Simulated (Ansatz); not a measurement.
# CrAgO2 (R-3m): one cell under locks on the spin (series 3), part 1 of 3

Task: run CrAgO2 (R-3m) at one cell with the spin set up in several ways. Cell and atoms stay fixed.

Method: DFT LDA+U (U_eff = 5 eV on Cr d), plane waves, PAW, in Ansatz 0.2.0.

## Step 1: The system as given

It takes space group R-3m (No. 166, trigonal). Conventional cell: a = 2.985 Å, b = 2.985 Å, c = 18.510 Å, α = 90.00°, β = 90.00°, γ = 120.00°. Around Cr (site symmetry -3m) lie 6 O at 2.00 Å. Around Ag (site symmetry -3m) lie 2 O at 2.07 Å. Around O (site symmetry 3m) lie 3 Cr at 2.00 Å and 1 Ag at 2.07 Å.

Coordinates:

```cif
data_structure
_symmetry_space_group_name_H-M 'P 1'
_symmetry_Int_Tables_number 1
_cell_length_a 6.4062
_cell_length_b 6.4062
_cell_length_c 6.4062
_cell_angle_alpha 26.945
_cell_angle_beta 26.945
_cell_angle_gamma 26.945
_cell_volume 47.61
loop_
_atom_site_label
_atom_site_type_symbol
_atom_site_fract_x
_atom_site_fract_y
_atom_site_fract_z
_atom_site_occupancy
Cr1 Cr 0.50000 0.50000 0.50000 1
Ag1 Ag 0.00000 0.00000 0.00000 1
O1 O 0.11190 0.11190 0.11190 1
O2 O 0.88810 0.88810 0.88810 1
```

The runs: total moment locked, 3.00 μB per cell; site moments held (series factor 1.05; the input gives the size); total moment held at first, then free, 1.50 μB per cell.

An earlier series on this cell reached its lowest free state from «ferromagnetic start, free, default search», perhaps among other starts.

## Step 2: Total moment locked, 3.00 μB per cell

The input, input.yaml:

```yaml
crystal:
  lattice:
    - [1.49250042, 0.86169552, 6.16999799]
    - [-1.49250042, 0.86169552, 6.16999799]
    - [0.0, -1.72339103, 6.16999799]
  atoms:
    - { symbol: Cr, position: [0.5, 0.5, 0.5], spin: 3.0 }
    - { symbol: Ag, position: [0.0, 0.0, 0.0] }
    - { symbol: O, position: [0.1119, 0.1119, 0.1119] }
    - { symbol: O, position: [0.8881, 0.8881, 0.8881] }
basis:
  ecutwfc: 420
  ecutrho_ratio: 4
kpoints:
  mp_grid: { grid: [7, 7, 7] }
hamiltonian:
  xc: lda
  hubbard:
    sites:
      - { site: 0, l: d, u_eff: 5.0, starting_ns: [{ spin: up, occupation_matrix: s0up }, { spin: down, occupation_matrix: s0down }] }
    occupation_matrices:
      s0up:
        matrix:
          - [0.97, 0.0, 0.0, 0.0, 0.0]
          - [0.0, 0.37187, 0.0, 0.0, -0.45876]
          - [0.0, 0.0, 0.37243, -0.45891, 0.0]
          - [0.0, 0.0, -0.45891, 0.61757, 0.0]
          - [0.0, -0.45876, 0.0, 0.0, 0.61813]
      s0down:
        matrix:
          - [0.02, 0.0, 0.0, 0.0, 0.0]
          - [0.0, 0.02, 0.0, 0.0, 0.0]
          - [0.0, 0.0, 0.02, 0.0, 0.0]
          - [0.0, 0.0, 0.0, 0.02, 0.0]
          - [0.0, 0.0, 0.0, 0.0, 0.02]
    ns_hold: { iters: 8 }
scf:
  occupations: { method: gaussian, width: 0.05 }
  lower_state_search: "off"
  max_iter: 150
output:
  forces: true
  stress: true
  eigenvalues: true
  populations: true
  hubbard: { sites: [{ site: 0, l: d }] }
magnetization:
  spin_polarized: true
  initial_magnetization: 3.0
  spin_locking: { lock_magnetization: hard }
```

The typed matrices put 0.97 on the chosen orbitals and 0.02 on the others, and are held for 8 cycles. The lock stays on to the end, so the result is a constrained state.

Launch:

```
ansatz run input.yaml --threads 2 --pin off --max-ram 3072MiB --backend cpu --events-out ev --progress --plain --runs-dir out
```

What it wrote:

```text
Warning: crystal.symmetry: narrowed to the stabiliser of the occupation matrices — unitary ops 12 → 4; lowered by the specified shell (site 0, l: d); largest admitted image defect 1.3e-15, smallest excluded 4.2e-4 — at a rounding scale rather than a splitting's, so precision (not physics) most likely lowered the group: (i) a fixed point transcribed at too few decimals — re-emit the block at full precision (to 7 decimals or more, rounded to nearest) from a symmetrised source (a converged report's `n_mat` / `n_mat_spinor`) (of a frozen-density pass: in the run whose state it reads); (ii) an ideal-frame block (an integer orbital projector, an idealised texture) on a cell whose axes stand turned off the Cartesian frame, by the skew part of `crystal.lattice` components quoted to fewer than ~8 significant digits (a pasted vc-relax cell, a converted CIF) or by a rigid turn of the whole cell — no re-emission of the block helps: idealise the lattice (type its vectors, and each `position_ang` with them, on the ideal axes at full precision, or, with the positions in fractional coordinates, give it by lengths and angles where the standard orientation, in which the cell is then laid, is the block's frame; more digits alone cure only the first) (of a frozen-density pass: in the run whose state it reads); (iii) or the lowering is deliberate and this small, and then it is physics — the group the occupation matrices admit
Warning: output.stress: scf.convergence.dr2_threshold = 1e-7 eV (the SCF's general default) is looser than the 4e-10 eV advised for a printed stress (1e-10 eV for each atom of the cell: 4). What an SCF threshold leaves in a stress goes as its square root, and in the free energy as the threshold itself, and one threshold admits the most on a small cell: of the crystals measured, under no hybrid functional and no lock of the moments, on runs that ended without the residual-converged pass, on stresses that held no estimate of that error, the worst erred by over 100 MPa in a component at 1e-7 eV an atom and by under 5 at 1e-10. Set scf.convergence.dr2_threshold to 4e-10 eV or tighter. The threshold is an SCF's pass mark: one that does not reach it within its budget of iterations ends unconverged, or closes short of it on a stop that the run arms, and scf.convergence.dr2_threshold's page says what that costs each kind of run
Warning: RAYON_NUM_THREADS=2 ignored (pool sized by the plan → 2); use --threads N
basis.fft_grid_basis auto: the FFT boxes are laid along the combinations [[1, 0, -1], [0, 1, -1], [0, 0, 1]] of the cell's own vectors, 2.985, 2.985 and 6.406 Å long. The dense box has 20×20×45 points. Along the cell's own vectors, as sized, it would have 45×45×45, 5.06 times as many. Of the 12 symmetry operations that the crystal satisfies within crystal.symmetry.tolerance (time reversal apart; of a slab, those that keep its plane) the dense box along the cell's own vectors carries 12, and the one as laid loses 8 of those. basis.fft_grid_basis: typed keeps the cell's own vectors: state it where this run's energies or levels are differenced outside the engine with another run's, or held beside a run that keeps those vectors.
Cr: projections on atomic orbitals take those of the free atom [Ne] 3s2 3p6 3d5 4s1, of charge +0.00 (hamiltonian.pseudopotentials.projection_atoms); the dataset's partial waves leave at most 7.0e-7 of an orbital's norm unspanned inside its sphere
Ag: projections on atomic orbitals take those of the free atom [Ar 3d10] 4s2 4p6 4d10 5s1, of charge +0.00 (hamiltonian.pseudopotentials.projection_atoms); the dataset's partial waves leave at most 1.2e-5 of an orbital's norm unspanned inside its sphere
O: projections on atomic orbitals take those of the free atom [He] 2s2 2p4, of charge +0.00 (hamiltonian.pseudopotentials.projection_atoms); the dataset's partial waves leave at most 1.9e-8 of an orbital's norm unspanned inside its sphere
Engine: ansatz 0.2.0, aarch64-unknown-linux-gnu
Pseudopotentials: kind: paw
Pseudopotential: Cr, paw, valence charge 14, recommended cutoff 420 eV (normal), Cr.paw.azcp
Pseudopotential: Ag, paw, valence charge 19, recommended cutoff 420 eV (normal), Ag.paw.azcp
Pseudopotential: O, paw, valence charge 6, recommended cutoff 420 eV (normal), O.paw.azcp
Functional definition: SPW92
  exchange = slater_x
  correlation = pw_c
Crystal: 4 atoms, lattice volume = 47.611 Å³
Basis set: ecut = 420 eV, 915 PW (Γ), FFT grids on a1−a3, a2−a3, a3
Bands: 29, of which v1, the nominal top of the filled ones, is band 23 counted from 1 (22 counted from 0)
Symmetry: 4 space group operations
k-points: 100 of 343
Non-local potential: Cr, projectors of the file, l = 0: 3, l = 1: 2, l = 2: 3, l = 3: 1
Non-local potential: Ag, projectors of the file, l = 0: 3, l = 1: 2, l = 2: 2, l = 3: 1
Non-local potential: O, projectors of the file, l = 0: 2, l = 1: 2, l = 2: 1
PAW form: soft (Blöchl's): semilocal exchange-correlation on the pseudo side does not see the compensation charge
PAW frozen core: Cr, regenerated for the run's functional, and the local potential with it (the file was generated under x = pbe(κ = 0.804, μ = 0.2195149727645171), c = pbe(β = 0.06672455060314922))
PAW frozen core: Ag, regenerated for the run's functional, and the local potential with it (the file was generated under x = pbe(κ = 0.804, μ = 0.2195149727645171), c = pbe(β = 0.06672455060314922))
PAW frozen core: O, regenerated for the run's functional, and the local potential with it (the file was generated under x = pbe(κ = 0.804, μ = 0.2195149727645171), c = pbe(β = 0.06672455060314922))
PAW one-centre angular grid: Cr, 590 points (default); XC on 64 Gauss nodes
PAW one-centre angular grid: Ag, 590 points (default); XC on 64 Gauss nodes
PAW one-centre angular grid: O, 110 points (default); XC on 64 Gauss nodes
Initial density: superposition of atomic densities (chi_scale 0.1, normalization cell, long waves kept (reshape's long-wave potential 0.55 eV rms))
Starting moments: Σ|m| = 3 μB on 1 of 4 sites
Initial wavefunctions: pseudopotential atomic-orbital guess
Functional: x = slater, c = lda
SCF iter   1: F=—  HF=-11888.853051 eV  |F-HF|=—  |Δ(HF+E_count)|=         —  Δρ=6.70e-2 (↑6.70e-2 ↓3.48e-2)  dr2=4.65e0  dr2_m=4.05e-1  M=3.000 μB ∫|m|=3.052 μB  β_m=0.30  ethr=3.10e-3  ⟨swp⟩=5.0  Hψ=19689  notcnv=0
preconditioner: auto → none  [insulator: Δε(μ)=1.619 eV  Ē_g=11.326 eV  σ=0.050 eV  W_gap=1.00  n_scr=16 (ndim 8)  ℏωp=29.0 eV  f_vac=0.000  D(μ)=0.00/eV (n_scr^D=0)  ε∞_Penn≈7.5]
SCF iter   2: F=—  HF=-11888.145764 eV  |F-HF|=—  |Δ(HF+E_count)|=   7.07e-1  Δρ=3.13e-2 (↑3.13e-2 ↓2.33e-2)  dr2=4.96e-1  dr2_m=1.27e-1  M=3.000 μB ∫|m|=3.129 μB  β_m=0.30  ethr=3.10e-3  ⟨swp⟩=2.5  Hψ=12113  notcnv=0  defer=255
SCF iter   3: F=—  HF=-11888.169304 eV  |F-HF|=—  |Δ(HF+E_count)|=   2.35e-2  Δρ=2.26e-2 (↑2.26e-2 ↓1.43e-2)  dr2=1.43e-1  dr2_m=8.02e-2  M=3.000 μB ∫|m|=3.106 μB  β_m=0.46  ethr=1.10e-3  ⟨swp⟩=2.3  Hψ=9760  notcnv=0  defer=247
SCF iter   4: F=—  HF=-11888.308855 eV  |F-HF|=—  |Δ(HF+E_count)|=   1.40e-1  Δρ=1.32e-2 (↑1.32e-2 ↓1.10e-2)  dr2=1.85e-1  dr2_m=9.71e-3  M=3.000 μB ∫|m|=3.128 μB  β_m=0.35  ethr=3.17e-4  ⟨swp⟩=2.1  Hψ=9706  notcnv=0  defer=247
SCF iter   5: F=—  HF=-11888.283510 eV  |F-HF|=—  |Δ(HF+E_count)|=   2.53e-2  Δρ=3.04e-3 (↑3.04e-3 ↓2.51e-3)  dr2=8.72e-3  dr2_m=8.50e-4  M=3.000 μB ∫|m|=3.125 μB  β_m=0.42  ethr=3.17e-4  ⟨swp⟩=2.2  Hψ=9083  notcnv=0  defer=251
SCF iter   6: F=—  HF=-11888.282649 eV  |F-HF|=—  |Δ(HF+E_count)|=   8.61e-4  Δρ=7.76e-4 (↑7.76e-4 ↓5.58e-4)  dr2=1.75e-4  dr2_m=1.34e-4  M=3.000 μB ∫|m|=3.124 μB  β_m=0.50  ethr=1.94e-5  ⟨swp⟩=2.2  Hψ=9101  notcnv=0  defer=251
SCF iter   7: F=—  HF=-11888.282674 eV  |F-HF|=—  |Δ(HF+E_count)|=   2.49e-5  Δρ=3.95e-4 (↑3.95e-4 ↓2.09e-4)  dr2=7.36e-5  dr2_m=2.09e-5  M=3.000 μB ∫|m|=3.124 μB  β_m=0.59  ethr=3.89e-7  ⟨swp⟩=2.0  Hψ=8433  notcnv=0  defer=251
SCF iter   8: F=—  HF=-11888.282667 eV  |F-HF|=—  |Δ(HF+E_count)|=   6.50e-6  Δρ=8.80e-5 (↑8.52e-5 ↓8.80e-5)  dr2=1.19e-5  dr2_m=4.38e-7  M=3.000 μB ∫|m|=3.125 μB  β_m=0.57  ethr=1.64e-7  ⟨swp⟩=2.2  Hψ=8785  notcnv=0  defer=251
SCF iter   9: F=—  HF=-11888.282665 eV  |F-HF|=—  |Δ(HF+E_count)|=   2.33e-6  Δρ=2.67e-5 (↑2.67e-5 ↓2.49e-5)  dr2=7.65e-7  dr2_m=1.04e-7  M=3.000 μB ∫|m|=3.125 μB  β_m=0.57  ethr=2.65e-8  ⟨swp⟩=1.7  Hψ=7383  notcnv=0  defer=251
Mixer restart at iter 9: flushing history
SCF iter  10: F=—  HF=-11888.282786 eV  |F-HF|=—  |Δ(HF+E_count)|=         —  Δρ=2.63e-5 (↑2.63e-5 ↓2.48e-5)  dr2=1.63e-7  dr2_m=2.43e-7  M=3.000 μB ∫|m|=3.125 μB  β_m=0.57  ethr=1.70e-9  ⟨swp⟩=2.3  Hψ=7997  notcnv=0  defer=251
SCF iter  11: F=—  HF=-11888.800163 eV  |F-HF|=—  |Δ(HF+E_count)|=   5.17e-1  Δρ=9.48e-3 (↑9.48e-3 ↓4.47e-3)  dr2=1.08e-1  dr2_m=2.79e-3  M=3.000 μB ∫|m|=3.181 μB  β_m=0.11  ethr=2.22e-10  ⟨swp⟩=12.7  Hψ=36989  notcnv=0
SCF iter  12: F=—  HF=-11888.820677 eV  |F-HF|=—  |Δ(HF+E_count)|=   2.05e-2  Δρ=5.27e-3 (↑5.27e-3 ↓1.72e-3)  dr2=2.72e-2  dr2_m=1.43e-3  M=3.000 μB ∫|m|=3.181 μB  β_m=0.17  ethr=3.62e-10  ⟨swp⟩=5.0  Hψ=20468  notcnv=0  defer=22
SCF iter  13: F=—  HF=-11888.873586 eV  |F-HF|=—  |Δ(HF+E_count)|=   5.29e-2  Δρ=1.81e-3 (↑1.81e-3 ↓1.27e-3)  dr2=8.47e-4  dr2_m=6.68e-4  M=3.000 μB ∫|m|=3.193 μB  β_m=0.55  ethr=3.62e-10  ⟨swp⟩=5.0  Hψ=20814  notcnv=0  defer=73
SCF iter  14: F=—  HF=-11888.947027 eV  |F-HF|=—  |Δ(HF+E_count)|=   7.34e-2  Δρ=1.28e-3 (↑1.28e-3 ↓1.06e-3)  dr2=8.62e-4  dr2_m=3.86e-4  M=3.000 μB ∫|m|=3.250 μB  β_m=0.59  ethr=3.62e-10  ⟨swp⟩=5.1  Hψ=21353  notcnv=0  defer=102
SCF iter  15: F=—  HF=-11888.950176 eV  |F-HF|=—  |Δ(HF+E_count)|=   3.15e-3  Δρ=1.02e-3 (↑1.02e-3 ↓9.84e-4)  dr2=1.56e-3  dr2_m=1.52e-4  M=3.000 μB ∫|m|=3.272 μB  β_m=0.48  ethr=3.62e-10  ⟨swp⟩=4.8  Hψ=18227  notcnv=0  defer=147
SCF iter  16: F=—  HF=-11888.949899 eV  |F-HF|=—  |Δ(HF+E_count)|=   2.77e-4  Δρ=4.12e-4 (↑4.12e-4 ↓3.07e-4)  dr2=2.74e-5  dr2_m=4.80e-5  M=3.000 μB ∫|m|=3.277 μB  β_m=0.66  ethr=3.62e-10  ⟨swp⟩=4.0  Hψ=17203  notcnv=0  defer=196
SCF iter  17: F=—  HF=-11888.949936 eV  |F-HF|=—  |Δ(HF+E_count)|=   3.69e-5  Δρ=2.25e-4 (↑1.62e-4 ↓2.25e-4)  dr2=5.50e-5  dr2_m=7.23e-6  M=3.000 μB ∫|m|=3.282 μB  β_m=0.55  ethr=3.62e-10  ⟨swp⟩=3.5  Hψ=13759  notcnv=0  defer=236
SCF iter  18: F=—  HF=-11888.949923 eV  |F-HF|=—  |Δ(HF+E_count)|=   1.24e-5  Δρ=2.99e-5 (↑2.99e-5 ↓1.51e-5)  dr2=3.77e-7  dr2_m=1.53e-7  M=3.000 μB ∫|m|=3.284 μB  β_m=0.72  ethr=3.62e-10  ⟨swp⟩=3.3  Hψ=12912  notcnv=0  defer=236
SCF iter  19: F=-11888.949923 eV  HF=-11888.949923 eV  |F-HF|=6.70e-9  |Δ(HF+E_count)|=   1.19e-8  Δρ=4.20e-6 (↑4.20e-6 ↓4.04e-6)  dr2=6.78e-9  dr2_m=4.75e-9  M=3.000 μB ∫|m|=3.284 μB  ethr=2.22e-10  ⟨swp⟩=6.2  Hψ=22143  notcnv=0
SCF 1 converged in 19 iterations: F = -11888.949923 eV  dr2 = 6.78e-9
SCF converged after 19 iterations
Stability checked in part: among states of this total moment the steps that led to this state did not find it unstable. No probe was made; neither looks for a lower state of another moment (fixed_total_moment; see scf.lower_state_search)
Magnetization: 3.0000 μB (24.0000 up, 21.0000 down)
Absolute magnetization: 3.2867 μB (∫|ρ↑−ρ↓|, with the PAW one-centre terms)
Spin contamination: 0.0479 ħ² per cell (⟨S²⟩ above its minimum at these occupations)
Per-site moments (μB) at R_I (Å): [(2.5252103947444806, 0.8247655154434268), (-0.0010568142832096592, 0.8543981841627376), (-0.05893121052388741, 0.8247655154434268), (-0.058931210523887397, 0.8247655154434268)]
Free energy (F): -11888.949923 eV
Harris-Foulkes:  -11888.949923 eV  (|F-HF|=6.70e-9)
Internal energy: -11888.949923 eV  (E = F + TS)
E sigma→0 (E₀):  -11888.949923 eV
Fermi energy:    12.598344 (↑ 12.598344, ↓ 12.476703) eV
--- Per-component energies (eV) ---
  E_band       = -527.841514
  E_kinetic    = 1214.180967
  E_local      = -4611.595641  (includes V_loc(G=0)·N_el)
  E_nonlocal   = 272.136044
  E_hartree    = 1961.878601
  E_xc         = -464.527496
  E_vxc        = -595.304231  (∫ρ·V_xc dr)
  E_hubbard    = 2.594908  (on-site DFT+U / exact-exchange correction)
  E_vhub       = -5.617724  (the Hubbard potential's part of the band-sum identity)
  E_paw        = -5205.639175  (= ΣΔE_a)
  E_vpaw       = -725.400985  (= ΣTr[D̂ρ^β])
  E_aug_tail   = 0.005542  (compensation charges beyond the density's cutoff)
  E_ewald      = -5059.267449
  E_core_change = 1.283775  (= ΣΔE_core)
  E_smearing   = -0.000000  (= −TS)
  E_closure    = 0.000000  (closes the sum)
  Σ components = -11888.949923   (vs F -11888.949923, Δ=0.00e0)
--- Specified on-site occupations, and those of the state reported ---
  electrons in the specified blocks: 3.0500 specified, 4.3230 found
  site 0 (l=d) ↑: largest change of an orbital's occupation 0.3311; electrons 2.9500 specified, 3.6648 found; spectral distance 0.4692
  site 0 (l=d) ↓: largest change of an orbital's occupation 0.2000; electrons 0.1000 specified, 0.6582 found; spectral distance 0.2974
--- Forces (eV/Å), atoms counted from 1 ---
  atom   1  Cr     0.00000000     0.00000000    -0.00000000
  atom   2  Ag     0.00000000     0.00000000    -0.00000000
  atom   3  O      0.00000000    -0.00000708     0.28500508
  atom   4  O      0.00000000     0.00000708    -0.28500508
  max |Σ_I F_I| component: 1.07e-29 eV/Å
--- Stress (GPa, compression-positive) ---
       -4.327031      -0.000000      -0.000000
       -0.000000      -4.327071      -0.000014
       -0.000000      -0.000023      -9.036195
  P = ⅓ Tr σ = -5.8968 GPa (-58.968 kbar)
--- Band table (eV; the first three rows and the last of 200) ---
  k-point 0 ↑: bands = ["-78.9144", "-60.2905", "-42.5134", "-42.4002", "-42.4002", "-31.9205", "-31.8832", "-31.8832", "-7.0316", "-5.4204", "3.9115", "6.6105", "6.6105", "6.8246", "8.3577", "8.3577", "8.8349", "8.8349", "8.8717", "9.6771", "9.6771", "9.8672", "10.1579", "10.1579", "13.9661", "15.4625", "15.4626", "18.1431", "20.4276"]
  k-point 1 ↑: bands = ["-78.9127", "-60.2838", "-42.5116", "-42.4163", "-42.4043", "-31.9180", "-31.9144", "-31.8908", "-6.8186", "-5.4218", "4.2155", "6.0494", "6.8411", "7.0941", "8.1459", "8.4116", "8.5062", "8.7014", "9.1651", "9.2381", "9.4009", "9.9272", "10.2816", "10.6162", "14.2242", "15.0139", "15.3734", "18.9627", "20.9891"]
  k-point 2 ↑: bands = ["-78.9088", "-60.2735", "-42.5074", "-42.4525", "-42.4135", "-31.9932", "-31.9076", "-31.9011", "-6.3057", "-5.4465", "4.9176", "5.3477", "6.8511", "7.3894", "7.5028", "8.0495", "8.1206", "9.0458", "9.0953", "9.1994", "9.7655", "10.2182", "10.4475", "10.7409", "14.3185", "14.8791", "15.2646", "20.5323", "21.6897"]
  k-point 99 ↓: bands = ["-78.9122", "-57.2589", "-42.5141", "-42.4175", "-42.4056", "-29.0077", "-28.9769", "-28.9324", "-6.6158", "-5.6065", "6.4281", "6.6897", "7.1965", "8.0868", "8.1110", "8.2076", "8.5206", "8.6202", "8.6941", "10.3210", "10.6153", "14.7182", "15.9083", "16.1978", "16.5882", "17.2931", "17.3387", "18.1314", "22.1611"]
Occupation matrices written to <dir>
--- Löwdin populations: 4 sites ---
  site symbol       q [e]    m [muB]
     0     Cr     12.7284     3.0403
     1     Ag     18.4670     0.0335
     2      O      6.8020    -0.0595
     3      O      6.8020    -0.0595
  spilling = 0.004460 (of n_electrons = 45.000000)
--- Occupation matrices: 1 shell (run DFT+U table (all-electron-ortho-atomic); ε = 7.96e-3) ---
  Cr0 d_3D: site group D3d (-3m)
  Cr0 d_3D up     Tr n = 3.6648  λ = 0.351 0.351 0.987 0.988 0.988  [2× xz 0.31 Eg(1.00) | 3× z2 0.33 Eg(0.67)]
  Cr0 d_3D dn     Tr n = 0.6582  λ = 0.063 0.077 0.077 0.220 0.220  [z2 1.00 A1g(1.00) | 2× xy 0.29 Eg(1.00) | 2× xz 0.29 Eg(1.00)]
  specified occupation → Cr0 d_3D up: matrix, ‖Δ‖_F = 0.4692, Tr Δ = -0.7148, displaced = 0.3574, d_λ = 0.4692; orbital distance = 0.0007
  specified occupation → Cr0 d_3D dn: matrix, ‖Δ‖_F = 0.2974, Tr Δ = -0.5582, displaced = 0.2791, d_λ = 0.2974; orbital distance = 0.0000
  Tr n, λ and their labels are of the run-group-symmetrised matrices; stabiliser: 12 of 24 elements of G0×{1,Θ} (closed), max defect 8.0e-6 at τ = 1.7e-3
```

Run time: 17 s. Hardware: 2 threads of Arm Neoverse V2, shared host; peak memory 0.56 GiB.

Result: a gap on the mesh of 1.71 eV, pressure -5.9 GPa, moments in spheres Cr 2.53; O -0.06 μB, largest force component 0.29 eV/Å, 4 symmetry operations imposed.

How the shells are filled (orbitals counted by the eigenvalues of the occupation matrices):

```csv
shell,channel,electrons,over 0.8,0.2 to 0.8,under 0.2
Cr 3d (atom 1),up,3.66,3,2,0
Cr 3d (atom 1),down,0.66,0,2,3
```

(Continued in part 2 of 3.)
